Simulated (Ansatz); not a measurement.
Crystal: SiNi2.

```
Ni Si
1.0
     4.99000    0.00000    0.00000
     0.00000    3.72000    0.00000
     0.00000    0.00000    7.03000
Ni Si
8 4
Cartesian
  1.6218 2.7900 6.5871
  3.3683 0.9300 0.4429
  0.8732 0.9300 3.0721
  4.1167 2.7900 3.9579
  2.2854 2.7900 2.0879
  2.7046 0.9300 4.9421
  0.2096 0.9300 5.6029
  4.7804 2.7900 1.4271
  3.9221 2.7900 6.2286
  1.0679 0.9300 0.8014
  3.5629 0.9300 2.7136
  1.4271 2.7900 4.3164
```

Base run:

| Property | Result |
| --- | --- |
| Program | Ansatz 0.2.0 |
| Functional | PBEsol |
| Potentials or basis | Ansatz PAW |
| Cutoff | 420 eV (not typed: the program's choice for these potentials) |
| k mesh | 5 × 5 × 3 |
| Occupations | fermi-dirac, width 0.05 eV |
| Spin | collinear spin, ferromagnetic start |
| Starting moments | [1.0, 1.0, 1.0, 1.0, 1.0, 1.0, 1.0, 1.0, 0.0, 0.0, 0.0, 0.0] μB |

Its results: band gap on the k mesh none (metal or under the smearing width); pressure -4.4 GPa; net moment 0.00 μB per cell; largest force 0.347 eV/Å.

Task: The run is repeated on the same cell with these changes: functional from PBEsol to PBE. What comes out?

Result: Band gap on the k mesh none (metal or under the smearing width); pressure 3.5 GPa; net moment 0.00 μB per cell; largest force 0.355 eV/Å.

PBE binds less tightly than PBEsol, so the same cell stands under more pressure.

Caveats: the starting moments weren't kept; the PAW data sets come from PBE, with cores solved anew for the run's functional, which leaves a small shift of forces and pressure (some runs).
